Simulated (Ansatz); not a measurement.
Task: a single point in a Gaussian basis of AlBH8Si2, SMILES [SiH3][BH][AlH][SiH3], with Ansatz's Python interface. Give the script and its output. Settings: r2SCAN, cc-pVDZ basis, multiplicity 1.

Input file `albh8si2.xyz`:
```text
12

Si   -1.51890    1.33790   -0.32730
B    -1.24540    0.15800    1.12960
Al    0.39050   -1.05430    1.07550
Si    1.97550   -0.92770   -0.74930
H    -1.69820    0.60830   -1.60400
H    -2.80350    2.15380   -0.08770
H    -0.40640    2.31330   -0.45330
H    -1.95290    0.13150    2.03500
H     0.71320   -2.05190    2.33210
H     2.43970    0.42830   -0.82450
H     1.15980   -1.26900   -1.95640
H     3.02370   -1.88320   -0.53570
```

`energy_albh8si2.py`:
```python
"""Electronic structure of the AlBH8Si2 molecule."""

import ansatz as az
import numpy as np
import pandas as pd

albh8si2 = az.Crystal.molecule_from_extxyz("albh8si2.xyz")

calc = (
    albh8si2.calculation()
    .basis(gaussian="cc-pVDZ")
    .functional("r2SCAN")
    .forces()
)
print(calc.to_yaml())
out = calc.run(threads=1, backend="cpu")
data = out.report

print(f"E = {data['free_energy_ev']:.6f} eV = {data['free_energy_ev'] / 27.211386246:.7f} Ha")
print("converged:", data["converged"], " doubts:", data["published_state_doubts"] or "none")

symbols = [site.symbol for site in albh8si2.cartesian_sites]
forces = np.array(data["forces_ev_ang"])
print("largest force", round(float(np.linalg.norm(forces, axis=1).max()), 4), "eV/A, rms", round(float(np.sqrt((forces ** 2).mean())), 4))

charges = data["charge_distribution"]
table = pd.DataFrame({"atom": symbols, "mulliken": charges["mulliken_charges_e"], "lowdin": charges["lowdin_charges_e"]})
print(table.round(3).to_string())
print("dipole (e A):", np.round(charges["dipole_moment_e_ang"], 4) + 0.0)
```

`python energy_albh8si2.py` gives:
```text
crystal:
  periodic: [false, false, false]
  atoms:
    - { symbol: Si, position_ang: [-1.5189, 1.3379, -0.3273] }
    - { symbol: B, position_ang: [-1.2454, 0.158, 1.1296] }
    - { symbol: Al, position_ang: [0.3905, -1.0543, 1.0755] }
    - { symbol: Si, position_ang: [1.9755, -0.9277, -0.7493] }
    - { symbol: H, position_ang: [-1.6982, 0.6083, -1.604] }
    - { symbol: H, position_ang: [-2.8035, 2.1538, -0.0877] }
    - { symbol: H, position_ang: [-0.4064, 2.3133, -0.4533] }
    - { symbol: H, position_ang: [-1.9529, 0.1315, 2.035] }
    - { symbol: H, position_ang: [0.7132, -2.0519, 2.3321] }
    - { symbol: H, position_ang: [2.4397, 0.4283, -0.8245] }
    - { symbol: H, position_ang: [1.1598, -1.269, -1.9564] }
    - { symbol: H, position_ang: [3.0237, -1.8832, -0.5357] }
basis:
  gaussian:
    orbitals: cc-pVDZ
hamiltonian:
  xc: r2scan
output:
  forces: true

E = -23152.920169 eV = -850.8541226 Ha
converged: True  doubts: none
largest force 2.5412 eV/A, rms 0.7412
   atom  mulliken  lowdin
0    Si     0.146   0.233
1     B    -0.144  -0.212
2    Al     0.385   0.070
3    Si    -0.015   0.141
4     H    -0.032  -0.016
5     H    -0.051  -0.045
6     H    -0.032  -0.014
7     H    -0.019   0.013
8     H    -0.121  -0.075
9     H    -0.040  -0.033
10    H    -0.042  -0.025
11    H    -0.035  -0.038
dipole (e A): [-0.0568  0.0113  0.0173]
```

Reading the output:
- These settings explore the input space; basis and method may be short of convergence.
- The geometry is a force-field or estimated start, not a minimum of this method, and the basis set is short of its limit.
- The Löwdin charges here are taken after orthogonalising the functions within each atom; they differ from plain Löwdin charges, and their signs can be unphysical.
- Finished in 10 s on 1 thread of Arm Neoverse V2, with other jobs on the host, peak memory 0.29 GiB.

(Lines on the test bed's own set-up are left out of the output.)
